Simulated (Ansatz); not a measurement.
# CH₃Cl₂ISi: basis-set convergence

The task here is to estimate one member of a computed series from the others.

Program: Ansatz 0.2.0, Gaussian basis. Level of theory: one geometry, several basis sets. These are calculated values, not measurements.

The runs, in order: PBE0-D4/def2-SVP; ωB97M-V/def2-SVP; PBE0-D4/def2-QZVPP; ωB97M-V/def2-QZVPP; the functionals' def2-TZVPP values are taken from earlier runs.

### Structure used throughout

The geometry comes from an earlier relaxation with PBE0-D4 in a triple-zeta def2 set; it is a stationary point, not always the lowest conformer. I takes the def2 core potential; no spin-orbit term is included.

SMILES `ClC[SiH](Cl)I`, 8 atoms, charge 0, spin multiplicity 1.

Atoms are counted from 1 here; the program's logs count them from 0.

Bond lengths: Cl1–C2 1.779 Å, C2–Si3 1.872 Å, C2–H6 1.091 Å, C2–H7 1.090 Å, Si3–Cl4 2.049 Å, Si3–I5 2.423 Å, Si3–H8 1.476 Å. Angles: Cl1–C2–Si3 109.0°, Cl1–C2–H6 108.2°, Cl1–C2–H7 108.6°, Si3–C2–H6 110.2°, Si3–C2–H7 111.8°, H6–C2–H7 109.0°, C2–Si3–Cl4 107.3°, C2–Si3–I5 110.2°, C2–Si3–H8 111.3°, Cl4–Si3–I5 110.3°, Cl4–Si3–H8 108.8°, I5–Si3–H8 109.0°.

Set-up of the first run:

in.yaml

```yaml
crystal:
  periodic: [false, false, false]
  atoms:
    - {symbol: Cl, position_ang: [1.438526, 0.637864, 1.648730]}
    - {symbol: C, position_ang: [0.808751, -0.480030, 0.416362]}
    - {symbol: Si, position_ang: [-0.761649, 0.234975, -0.310665]}
    - {symbol: Cl, position_ang: [-1.567774, -1.190621, -1.542847]}
    - {symbol: I, position_ang: [-0.260342, 2.245357, -1.566637]}
    - {symbol: H, position_ang: [0.599777, -1.436583, 0.898482]}
    - {symbol: H, position_ang: [1.575960, -0.626859, -0.343626]}
    - {symbol: H, position_ang: [-1.741049, 0.558697, 0.744502]}
basis:
  gaussian: {orbitals: def2-SVP}
hamiltonian: {xc: pbe0, dispersion: d4}
output: {orbitals: {seedname: orbitals}}
```

Among the steps run: PBE0-D4 in def2-SVP; ωB97M-V in def2-SVP; PBE0-D4 in def2-QZVPP; ωB97M-V in def2-QZVPP.

One table of the session follows, with a row left open; its other results are not shown here.

It belongs to the step «Functionals by basis». 

```
functional       basis  HOMO (eV)
   PBE0-D4    def2-SVP      -7.86
   PBE0-D4  def2-TZVPP      -7.93
   PBE0-D4  def2-QZVPP      -7.95
   ωB97M-V    def2-SVP      -9.96
   ωB97M-V  def2-TZVPP          ?
   ωB97M-V  def2-QZVPP     -10.09
```

Q: Estimate the row for ωB97M-V, def2-TZVPP from the others.

The run gave: HOMO (eV): -10.06. In the column «HOMO (eV)» it lies between ωB97M-V, def2-QZVPP (-10.09) and ωB97M-V, def2-SVP (-9.96).
